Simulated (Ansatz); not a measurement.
# C2H5NSi: basis-set convergence

An exercise on one series of results from a longer session: the logs are not shown, and one member is left open.

The runs use Ansatz 0.2.0, Gaussian basis; one geometry, several basis sets.

Plan: PBE0-D4/def2-SVP; ωB97M-V/def2-SVP; PBE0-D4/def2-QZVPP; ωB97M-V/def2-QZVPP; the functionals' def2-TZVPP values are taken from earlier runs.

### The relaxed structure

All runs share one geometry, relaxed beforehand with PBE0-D4 in a triple-zeta def2 set.

SMILES `[SiH3]C1=CN1`, 9 atoms, charge 0, spin multiplicity 1.

Atoms are counted from 1 here; the program's logs count them from 0.

Bond lengths: Si1–C2 1.829 Å, Si1–H5 1.485 Å, Si1–H6 1.484 Å, Si1–H7 1.484 Å, C2–C3 1.280 Å, C2–N4 1.558 Å, C3–N4 1.456 Å, C3–H8 1.077 Å, N4–H9 1.024 Å. Angles: C2–Si1–H5 109.2°, C2–Si1–H6 108.9°, C2–Si1–H7 109.4°, H5–Si1–H6 109.9°, H5–Si1–H7 109.0°, H6–Si1–H7 110.5°, Si1–C2–C3 160.7°, Si1–C2–N4 137.8°, C3–C2–N4 60.8°, C2–C3–N4 69.1°, C2–C3–H8 153.0°, N4–C3–H8 137.7°, C2–N4–C3 50.1°, C2–N4–H9 107.6°, C3–N4–H9 108.1°.

As a file:

```mol
C2H5NSi
  3D, bonds by distance, orders not assigned

  9  9  0  0  0  0  0  0  0  0999 V2000
    0.4318    1.0518   -0.9594 Si  0  0
   -0.1714   -0.1629    0.2670 C   0  0
   -0.7553   -0.6526    1.2950 C   0  0
   -0.3998   -1.7018    0.3498 N   0  0
    1.8875    0.8480   -1.1720 H   0  0
    0.1831    2.4200   -0.4418 H   0  0
   -0.2779    0.8465   -2.2468 H   0  0
   -1.2865   -0.5674    2.2276 H   0  0
    0.4769   -2.1279    0.6636 H   0  0
  1  2  8  0
  2  3  8  0
  3  4  8  0
  1  5  8  0
  1  6  8  0
  1  7  8  0
  3  8  8  0
  4  9  8  0
  2  4  8  0
M  END
```

Set-up of the first run:

The input, in.yaml:

```yaml
crystal:
  periodic: [false, false, false]
  atoms:
    - {symbol: Si, position_ang: [0.431831, 1.051844, -0.959372]}
    - {symbol: C, position_ang: [-0.171444, -0.162938, 0.266980]}
    - {symbol: C, position_ang: [-0.755336, -0.652594, 1.295033]}
    - {symbol: N, position_ang: [-0.399758, -1.701840, 0.349808]}
    - {symbol: H, position_ang: [1.887546, 0.847962, -1.172031]}
    - {symbol: H, position_ang: [0.183130, 2.419981, -0.441825]}
    - {symbol: H, position_ang: [-0.277919, 0.846547, -2.246842]}
    - {symbol: H, position_ang: [-1.286491, -0.567355, 2.227565]}
    - {symbol: H, position_ang: [0.476941, -2.127910, 0.663584]}
basis:
  gaussian: {orbitals: def2-SVP}
hamiltonian: {xc: pbe0, dispersion: d4}
output: {orbitals: {seedname: orbitals}}
```

Launch:

```
$ ansatz run in.yaml --threads 2 --pin off --events-out ev --progress --plain --max-ram 4352MiB
```

Among the steps run: PBE0-D4 in def2-SVP; ωB97M-V in def2-SVP; PBE0-D4 in def2-QZVPP; ωB97M-V in def2-QZVPP.

One table of the session follows, with a row left open; its other results are not shown here.

It belongs to the step «Density functionals: the series». 

| functional | basis | HOMO (eV) |
| --- | --- | --- |
| PBE0-D4 | def2-SVP | -6.02 |
| PBE0-D4 | def2-TZVPP | -6.20 |
| PBE0-D4 | def2-QZVPP | -6.24 |
| ωB97M-V | def2-SVP | -8.28 |
| ωB97M-V | def2-TZVPP | ? |
| ωB97M-V | def2-QZVPP | -8.52 |

**Question.** Estimate the row for ωB97M-V, def2-TZVPP.

**Answer.** HOMO (eV): -8.48. In the column «HOMO (eV)» it lies between ωB97M-V, def2-QZVPP (-8.52) and ωB97M-V, def2-SVP (-8.28).
